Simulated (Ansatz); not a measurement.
# C3H5NO (acrylamide): HF/STO-3G

What is the electronic atomisation energy of C3H5NO (acrylamide) at HF/STO-3G? 

The results are computed with Ansatz 0.2.0.

64 further runs of the same task are left out: 64 set aside as unsound or not needed.

**1. The molecule**

The species is C3H5NO (10 atoms), meant as a singlet with charge 0. SMILES: `C=CC(N)=O`. The coordinates come from a PBE0-D4/def2-TZVP relaxation. This is one conformer, not always the lowest.

Bond lengths: C1–C2 1.325 Å, C2–C3 1.490 Å, C3–N4 1.358 Å, C3–O5 1.214 Å, C1–H6 1.083 Å, C1–H7 1.085 Å, C2–H8 1.087 Å, N4–H9 1.005 Å, N4–H10 1.003 Å. Some angles: C1–C2–C3 120.4°, C2–C3–N4 114.4°, C2–C3–O5 123.2°, N4–C3–O5 122.4°, C1–C2–H8 121.1°, C3–C2–H8 118.5°, C2–C1–H6 121.9°, C2–C1–H7 119.5°, C3–N4–H9 118.5°, C3–N4–H10 122.2°.

**2. The energy at HF/STO-3G**

The input, job.yaml:

```yaml
crystal:
  periodic: [false, false, false]
  atoms:
    - {symbol: C, position_ang: [-0.558600, -0.299760, 1.693560]}
    - {symbol: C, position_ang: [0.225020, 0.037950, 0.680540]}
    - {symbol: C, position_ang: [-0.272440, -0.052300, -0.720640]}
    - {symbol: "N", position_ang: [0.631540, 0.322960, -1.661880]}
    - {symbol: O, position_ang: [-1.390460, -0.428740, -1.006250]}
    - {symbol: H, position_ang: [-0.221030, -0.243200, 2.721170]}
    - {symbol: H, position_ang: [-1.568270, -0.643650, 1.496300]}
    - {symbol: H, position_ang: [1.240620, 0.385630, 0.848750]}
    - {symbol: H, position_ang: [0.359560, 0.286490, -2.628460]}
    - {symbol: H, position_ang: [1.554040, 0.634620, -1.423100]}
basis:
  gaussian:
    orbitals: STO-3G
hamiltonian:
  xc: hf
accuracy: high
output:
  orbitals: {seedname: orbitals}
```

Launch:

```
$ ansatz run job.yaml --threads 1 --pin off --max-ram 3480MiB --events-out events.jsonl --progress --plain --runs-dir runs
```

Log:

```text
Warning: RAYON_NUM_THREADS=1 ignored (pool sized by the plan → 1); use --threads N
Functional definition: HF
  name "HF"
  exchange = exact_x
  correlation = 0
613 factors; integrals over basis functions are off by at most 9.5e-9 eV
mean field evaluation 1: about -6597.8885 eV, gradient 3.4e1 eV
mean field evaluation 2: about -6598.0844 eV, gradient 3.4e1 eV
mean field evaluation 4: about -6602.2294 eV, gradient 2.8e0 eV
mean field evaluation 8: about -6602.2929 eV, gradient 5.4e-2 eV
mean field -6602.28819500 eV, -242.6296159744 hartree, gradient 1.6e-8 eV, S^2 0.000000; 0 other end points of the search recorded, 0 dependent functions left out
reference -6602.28819500 eV, -242.6296159744 hartree; 19, 19 occupied and 11, 11 virtual orbitals, 613 factors
Total energy: -6602.28819500 eV, -242.6296159744 hartree
```

It took 0.3 s on 1 thread of AMD EPYC 7R43 (Zen 3), shared host.

**3. The C atom at the same level**

The input, molecule.yaml:

```yaml
crystal:
  periodic: [false, false, false]
  atoms:
    - {symbol: C, position_ang: [0.000000, 0.000000, 0.000000]}
basis:
  gaussian:
    orbitals: STO-3G
magnetization:
  spin_polarized: true
  initial_magnetization: 2
hamiltonian:
  xc: hf
accuracy: high
```

Run the same way, it converges to -37.19839 Eh (log not shown).

**4. The H atom, same level**

The input, run.yaml:

```yaml
crystal:
  periodic: [false, false, false]
  atoms:
    - {symbol: H, position_ang: [0.000000, 0.000000, 0.000000]}
basis:
  gaussian:
    orbitals: STO-3G
total_charge: 0
magnetization:
  spin_polarized: true
  initial_magnetization: 1
hamiltonian:
  xc: hf
accuracy: high
```

Run the same way, it converges to -0.46658 Eh (log not shown).

**5. The N atom at the same level**

The input, input.yaml:

```yaml
crystal:
  periodic: [false, false, false]
  atoms:
    - symbol: "N"
      position_ang: [0.000000, 0.000000, 0.000000]
basis:
  gaussian:
    orbitals: STO-3G
accuracy: high
hamiltonian:
  xc: hf
magnetization:
  spin_polarized: true
  initial_magnetization: 3
```

Run the same way, it converges to -53.71901 Eh (log not shown).

**6. The O atom**

The input, molecule.yaml:

```yaml
crystal:
  periodic: [false, false, false]
  atoms:
    - {symbol: O, position_ang: [0.000000, 0.000000, 0.000000]}
basis:
  gaussian: {orbitals: STO-3G}
total_charge: 0
magnetization: {spin_polarized: true, initial_magnetization: 2}
hamiltonian: {xc: hf}
accuracy: high
```

Launch:

```
$ ansatz run molecule.yaml --threads 1 --pin off --max-ram 3480MiB --events-out events.jsonl --progress --plain --runs-dir runs
```

Log:

```text
Warning: RAYON_NUM_THREADS=1 ignored (pool sized by the plan → 1); use --threads N
[... 4 set-up lines as earlier in the session ...]
15 factors; integrals over basis functions are off by at most 1.1e-9 eV
mean field evaluation 1: about -2008.3132 eV, gradient 1.7e-14 eV
mean field evaluation 2: about -2008.3132 eV, gradient 0.0e0 eV
mean field -2008.31323932 eV, -73.8041502613 hartree, gradient 0.0e0 eV, S^2 2.000000; 2 other end points of the search recorded, 0 dependent functions left out
reference -2008.31323932 eV, -73.8041502613 hartree; 5, 3 occupied and 0, 2 virtual orbitals, 15 factors
Total energy: -2008.31323932 eV, -73.8041502613 hartree
```

Run time: 0.06 s. Hardware: 1 thread of AMD EPYC 7R43 (Zen 3), shared host.

**7. What came out**

At HF/STO-3G:

```
                     quantity          value
       molecule: total energy  -242.62962 Eh
        molecule: HOMO energy       -7.96 eV
        molecule: LUMO energy        6.88 eV
      molecule: HOMO–LUMO gap       14.85 eV
         C atom: total energy   -37.19839 Eh
                 C atom: ⟨S²⟩          2.000
         H atom: total energy    -0.46658 Eh
                 H atom: ⟨S²⟩          0.750
         N atom: total energy   -53.71901 Eh
                 N atom: ⟨S²⟩          3.750
         O atom: total energy   -73.80415 Eh
                 O atom: ⟨S²⟩          2.000
electronic atomisation energy      32.065 eV
```

Taking the molecule apart into free atoms costs 32.07 eV (739 kcal/mol), before zero-point energy and without spin-orbit coupling. Hartree–Fock lacks the correlation of the bonding pairs, which as a rule makes this value much too low; in minimal bases other errors can mask that. In a minimal basis such a difference can be off by several eV, whatever the method.
